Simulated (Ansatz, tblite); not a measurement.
# TcO3Br (TcBrO₃): one state, many levels

Aim: run the singlet of TcO3Br (TcBrO₃) at one geometry on many levels, and compare frontier levels, spin and run time.

The runs use Ansatz 0.2.0, Gaussian basis; as each input shows.

Plan: GFN1-xTB, GFN2-xTB, PBE-D4/def2-TZVP, r2SCAN-D4/def2-TZVP, B97M-V/def2-TZVP, LC-ωPBE/def2-TZVP, r2SCANh-D4/def2-TZVP, BLYP-D4/def2-TZVP, HSE06-D4/def2-TZVP, ωB97X-V/def2-TZVP, ωB97M-V/def2-TZVP, PBE-D4/def2-SVP, PBE0-D4/def2-SVP, CCSD(T)/def2-TZVP, RPA/def2-TZVP.

1 further run of the same task is left out (set aside as unsound or not needed).

**1. The structure**

The geometry is that of the singlet, from an earlier relaxation (r2SCAN-D4/def2-SVP).

5 atoms, charge 0, spin multiplicity 1.

Bond lengths: Tc1–O2 1.675 Å, Tc1–O3 1.675 Å, Tc1–O4 1.675 Å, Tc1–Br5 2.377 Å. Angles: O2–Tc1–O3 109.7°, O2–Tc1–O4 109.7°, O2–Tc1–Br5 109.3°, O3–Tc1–O4 109.7°, O3–Tc1–Br5 109.3°, O4–Tc1–Br5 109.3°.

Formally the metal is d0. Tc takes a core potential in the def2 sets. No spin-orbit coupling is included.

PBE0-D4/def2-TZVP was run before; its log isn't repeated, and its numbers join the tables.

**2. GFN1-xTB**

Tight binding, by tblite at 300 K electronic temperature and without a spin-polarisation term:

```python
tblite.interface.Calculator('GFN1-xTB', numbers, positions, charge=0, uhf=0).singlepoint()
```

Energy -551.8536 eV, HOMO -15.62 eV, LUMO -12.75 eV; 0.006 s.

**3. GFN2-xTB**

Tight binding, by tblite at 300 K electronic temperature and without a spin-polarisation term:

```python
tblite.interface.Calculator('GFN2-xTB', numbers, positions, charge=0, uhf=0).singlepoint()
```

Energy -517.5334 eV, HOMO -13.68 eV, LUMO -10.89 eV; 0.004 s.

**4. PBE-D4/def2-TZVP**

start.molden holds the orbitals of an earlier run on this state, given as this run's starting guess.

Contents of in.yaml:

```yaml
crystal:
  periodic: [false, false, false]
  atoms:
    - {symbol: Tc, position_ang: [0.067230, 0.117093, 0.048696]}
    - {symbol: O, position_ang: [0.073502, 0.096938, 1.723837]}
    - {symbol: O, position_ang: [1.642684, 0.127547, -0.520903]}
    - {symbol: O, position_ang: [-0.737856, 1.481751, -0.495650]}
    - {symbol: Br, position_ang: [-1.045560, -1.823329, -0.755980]}
basis:
  gaussian: {orbitals: def2-TZVP, initial_orbitals: start.molden}
hamiltonian: {xc: pbe, dispersion: d4}
scf: {omitted_lower_state_checks: [starts]}
output: {forces: true, orbitals: {seedname: orbitals}}
```

Launch:

```sh
ansatz run in.yaml --threads 2 --pin off --events-out ev --progress --plain --max-ram 4352MiB
```

The runs that follow: r2SCAN-D4/def2-TZVP; B97M-V/def2-TZVP; LC-ωPBE/def2-TZVP; r2SCANh-D4/def2-TZVP; BLYP-D4/def2-TZVP; HSE06-D4/def2-TZVP; ωB97X-V/def2-TZVP; ωB97M-V/def2-TZVP; PBE-D4/def2-SVP; PBE0-D4/def2-SVP; CCSD(T)/def2-TZVP; RPA/def2-TZVP.

**Question.** What will the summary of the whole plan be? Wanted: gap in def2-TZVP, named functionals, smallest and largest; correlation energy, CCSD(T)/def2-TZVP; binding an atom, functionals in def2-TZVP; PBE0 total energy, smallest basis above largest.

As calculated:

| quantity | value |
| --- | --- |
| gap in def2-TZVP, named functionals, smallest and largest | 3.50 eV (BLYP-D4), 10.16 eV (LC-ωPBE) |
| correlation energy, CCSD(T)/def2-TZVP | -44.64 eV |
| binding an atom, functionals in def2-TZVP | 3.81 (ωB97M-V) to 4.69 eV (PBE-D4) |
| PBE0 total energy, smallest basis above largest | 16.76 eV (def2-SVP, def2-TZVP) |

In words: Over the named functionals in def2-TZVP the gap runs from 3.50 eV (BLYP-D4) to 10.16 eV (LC-ωPBE); exact exchange widens it. Notes on CCSD(T)/def2-TZVP and its Hartree-Fock reference, which MP2 shares: restricted state is unstable towards broken spin symmetry.
